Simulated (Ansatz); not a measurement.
Which YAML input does this script hand to the engine? (Ansatz 0.2.0 through its Python package)

`ch4s2si_opt.py`:
```python
"""Relax the CH4S2Si molecule."""

import logging
import sys

import ansatz as az
import numpy as np

logging.basicConfig(stream=sys.stdout, format="%(levelname)s:%(name)s:%(message)s")
log = logging.getLogger("calc")
log.setLevel(logging.INFO)

ch4s2si = (
    az.Crystal.molecule()
    .atom("S", (0.1035, 1.7518, -0.7024))
    .atom("C", (-0.4338, 0.3987, 0.1913))
    .atom("Si", (0.7912, -0.872, 0.5083))
    .atom("S", (-0.8808, -0.9022, -0.754))
    .atom("H", (-1.0258, 1.8669, -1.5217))
    .atom("H", (-1.0646, 0.6548, 1.0356))
    .atom("H", (1.9911, -1.0996, -0.3981))
    .atom("H", (0.6111, -1.8556, 1.5851))
)

calculation = (
    ch4s2si.calculation()
    .basis(gaussian="cc-pVDZ")
    .functional("hf")
)
symbols = [site.symbol for site in ch4s2si.cartesian_sites]
start = np.array([site.position_ang for site in ch4s2si.cartesian_sites], dtype=float)
def progress(event):
    if event["event"] == "relax_step":
        row = event["data"]
        log.info(f"step {row['step']:3d}  E = {row['lagrangian_ev']:.6f} eV  max force {row['allowed_force_max_ev_ang']:.4f} eV/A")


rep = calculation.relax(force_tolerance=0.02).session().plan().execute(on_event=progress).report
end = np.array(rep["positions_ang"])

for key in ("converged", "free_energy_ev", "reference_energy_ev", "n_frozen", "n_occupied", "n_virtual"):
    log.info(f"{key:22s} {rep[key]}")

log.info("bond        before    after (A)")
for i, j in [(0, 1), (0, 4), (1, 2), (1, 3), (1, 5), (2, 3), (2, 6), (2, 7)]:
    d0, d1 = (np.linalg.norm(xyz[i] - xyz[j]) for xyz in (start, end))
    print(f"{symbols[i]}{i}-{symbols[j]}{j}".ljust(10), f"{d0:8.4f} {d1:8.4f}")
with open("ch4s2si_opt.xyz", "w") as handle:
    handle.write(f"{len(symbols)}\nrelaxed CH4S2Si\n")
    handle.writelines(f"{s:2s} {x:11.6f} {y:11.6f} {z:11.6f}\n" for s, (x, y, z) in zip(symbols, end))
```

```console
$ python ch4s2si_opt.py
INFO:calc:step   1  E = -30589.221116 eV  max force 4.3924 eV/A
INFO:calc:step   2  E = -30590.109486 eV  max force 2.1676 eV/A
INFO:calc:step   3  E = -30589.998569 eV  max force 2.1946 eV/A
INFO:calc:step   4  E = -30590.354559 eV  max force 0.2828 eV/A
INFO:calc:step   5  E = -30590.368266 eV  max force 0.1312 eV/A
INFO:calc:step   6  E = -30590.371136 eV  max force 0.1062 eV/A
INFO:calc:step   7  E = -30590.370598 eV  max force 0.1173 eV/A
INFO:calc:step   8  E = -30590.373564 eV  max force 0.0325 eV/A
INFO:calc:step   9  E = -30590.373718 eV  max force 0.0138 eV/A
INFO:calc:converged              True
INFO:calc:free_energy_ev         -30590.373718250135
INFO:calc:reference_energy_ev    -30590.373718250135
INFO:calc:n_frozen               0
INFO:calc:n_occupied             [28, 28]
INFO:calc:n_virtual              [60, 60]
INFO:calc:bond        before    after (A)
S0-C1        1.7083   1.7985
S0-H4        1.3999   1.3407
C1-Si2       1.7933   1.8592
C1-S3        1.6691   1.8889
C1-H5        1.0846   1.0835
Si2-S3       2.0952   2.1082
Si2-H6       1.5209   1.4730
Si2-H7       1.4695   1.4748
```

`input.yaml`:
```yaml
crystal:
  periodic: [false, false, false]
  atoms:
    - { symbol: S, position_ang: [0.1035, 1.7518, -0.7024] }
    - { symbol: C, position_ang: [-0.4338, 0.3987, 0.1913] }
    - { symbol: Si, position_ang: [0.7912, -0.872, 0.5083] }
    - { symbol: S, position_ang: [-0.8808, -0.9022, -0.754] }
    - { symbol: H, position_ang: [-1.0258, 1.8669, -1.5217] }
    - { symbol: H, position_ang: [-1.0646, 0.6548, 1.0356] }
    - { symbol: H, position_ang: [1.9911, -1.0996, -0.3981] }
    - { symbol: H, position_ang: [0.6111, -1.8556, 1.5851] }
basis:
  gaussian:
    orbitals: cc-pVDZ
hamiltonian:
  xc: hf
relax:
  f_tol: 0.02
```

What to keep in mind:
- Total energies depend on the basis set; only differences at equal settings carry meaning.
- The end point is the stationary point reached from this start; no frequency run checks that it is a minimum, and the basis set is modest.
- Finished in 22 s on 1 thread of Arm Neoverse V2 (shared host), peak memory 0.25 GiB.

(Lines on the test bed's own set-up are left out of the output.)
